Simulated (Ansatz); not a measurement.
# GdAl: the cost of one run

Computed with Ansatz 0.2.0 (DFT r²SCAN, with the methods named in each step, unless a step's input says otherwise).

## 1. The starting structure

It takes space group Pm-3m (No. 221, cubic). The conventional cell has a = 3.628 Å, b = 3.628 Å, c = 3.628 Å, α = 90.00°, β = 90.00°, γ = 90.00°. Gd (site symmetry m-3m) is surrounded by 8 Al at 3.14 Å. Around Al (site symmetry m-3m) lie 8 Gd at 3.14 Å.

Structure file:

```cif
data_structure
_symmetry_space_group_name_H-M 'P 1'
_symmetry_Int_Tables_number 1
_cell_length_a 5.1307
_cell_length_b 3.6280
_cell_length_c 5.1307
_cell_angle_alpha 90.000
_cell_angle_beta 90.000
_cell_angle_gamma 90.000
_cell_volume 95.50
loop_
_atom_site_label
_atom_site_type_symbol
_atom_site_fract_x
_atom_site_fract_y
_atom_site_fract_z
_atom_site_occupancy
Gd1 Gd 0.00000 0.00000 0.00000 1
Gd2 Gd 0.50000 0.00000 0.50000 1
Al1 Al 0.50000 0.50000 0.00000 1
Al2 Al 0.00000 0.50000 0.50000 1
```

In patterns such as +-, the signs follow the magnetic atoms in the order of the input.

Atoms are numbered in the order of the input: Gd1, Gd2, Al3, Al4.

## 2. Parallel moments, PAW

input.yaml reads:

```yaml
crystal:
  lattice:
    - [0.0, 3.62796413, 3.62796413]
    - [3.62796413, 0.0, 0.0]
    - [0.0, 3.62796413, -3.62796413]
  atoms:
    - { symbol: Gd, position: [0.0, 0.0, 0.0], spin: 7.0 }
    - { symbol: Gd, position: [0.5, 0.0, 0.5], spin: 7.0 }
    - { symbol: Al, position: [0.5, 0.5, 0.0] }
    - { symbol: Al, position: [0.0, 0.5, 0.5] }
magnetization:
  spin_polarized: true
kpoints:
  mp_grid: { grid: [6, 8, 6] }
scf:
  occupations: { method: fermi_dirac, width: 0.05 }
hamiltonian:
  xc: r2scan
  pseudopotentials: { kind: paw }
output:
  forces: true
  stress: true
  eigenvalues: true
  populations: true
```

On the command line:

```console
$ ansatz run input.yaml --threads 2 --pin off --max-ram 6144MiB --backend cpu --events-out ev --progress --plain --runs-dir out
```

What time and memory should one allow on 2 threads of Intel Xeon 6975P-C (Granite Rapids), shared host?

About 19 s, with a peak of 0.77 GiB.
